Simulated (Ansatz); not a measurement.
**H4OSeSi (SMILES O[Se][SiH3]): functionals against CCSD(T) at one geometry**

An exercise on one series of results from a longer session: the logs are not shown, and one member is left open.

Program: Ansatz 0.2.0, Gaussian basis. Level of theory: single points in def2-TZVPP. These are calculated values, not measurements.

Cores are frozen in the correlated methods. Filled d shells of the heavier atoms are correlated.

**The system as given**

SMILES `O[Se][SiH3]`, 7 atoms, charge 0, spin multiplicity 1.

Atoms are counted from 1 here; the program's logs count them from 0.

Bond lengths: O1–Se2 1.872 Å, O1–H4 0.866 Å, Se2–Si3 2.315 Å, Si3–H5 1.167 Å, Si3–H6 1.426 Å, Si3–H7 1.399 Å. Angles: Se2–O1–H4 126.1°, O1–Se2–Si3 94.7°, Se2–Si3–H5 105.2°, Se2–Si3–H6 114.2°, Se2–Si3–H7 91.5°, H5–Si3–H6 111.5°, H5–Si3–H7 123.3°, H6–Si3–H7 109.6°.

Coordinates:

| atom | x (Å) | y (Å) | z (Å) |
| --- | --- | --- | --- |
| O1 | -1.6877 | -1.0697 | -0.1837 |
| Se2 | -0.0634 | -1.2391 | 0.7311 |
| Si3 | 0.8230 | 0.7349 | -0.0928 |
| H4 | -2.2822 | -1.6910 | -0.2887 |
| H5 | 0.8060 | 0.6165 | -1.2534 |
| H6 | 0.1244 | 1.9066 | 0.3231 |
| H7 | 1.9802 | 0.5792 | 0.6773 |

Set-up of the first run:

run/in.yaml reads:

```yaml
crystal:
  periodic: [false, false, false]
  atoms:
    - {symbol: O, position_ang: [-1.687700, -1.069700, -0.183700]}
    - {symbol: Se, position_ang: [-0.063400, -1.239100, 0.731100]}
    - {symbol: Si, position_ang: [0.823000, 0.734900, -0.092800]}
    - {symbol: H, position_ang: [-2.282200, -1.691000, -0.288700]}
    - {symbol: H, position_ang: [0.806000, 0.616500, -1.253400]}
    - {symbol: H, position_ang: [0.124400, 1.906600, 0.323100]}
    - {symbol: H, position_ang: [1.980200, 0.579200, 0.677300]}
basis:
  gaussian: {orbitals: def2-TZVPP}
correlation: {method: ccsd_t}
output: {forces: true}
```

No record of the launch command was kept for these runs.

Among the steps run: CCSD(T)/def2-TZVPP; PBE0-D4/def2-TZVPP; wB97M-V/def2-TZVPP; r2SCAN-D4/def2-TZVPP; PBE-D4/def2-TZVPP; wB97X-V/def2-TZVPP; HSE06-D4/def2-TZVPP.

One of the session's tables, all rows but one given; the rest of the session is left out.

```
   method  RMS force component (eV/Å)  angle to CCSD(T) forces (°)  dipole (D)
  CCSD(T)                       4.290                    reference        1.08
  PBE0-D4                       4.284                          1.2        1.01
  wB97M-V                           ?                            ?           ?
r2SCAN-D4                       4.277                          0.6        0.96
   PBE-D4                       4.327                          2.5        0.85
  wB97X-V                       4.312                          1.5        1.16
 HSE06-D4                       4.286                          1.2        1.01
```

Q: Estimate the row for wB97M-V from the others.

The run gave: RMS force component (eV/Å): 4.240; angle to CCSD(T) forces (°): 1.1; dipole (D): 1.15. In the column «RMS force component (eV/Å)» it is the lowest.
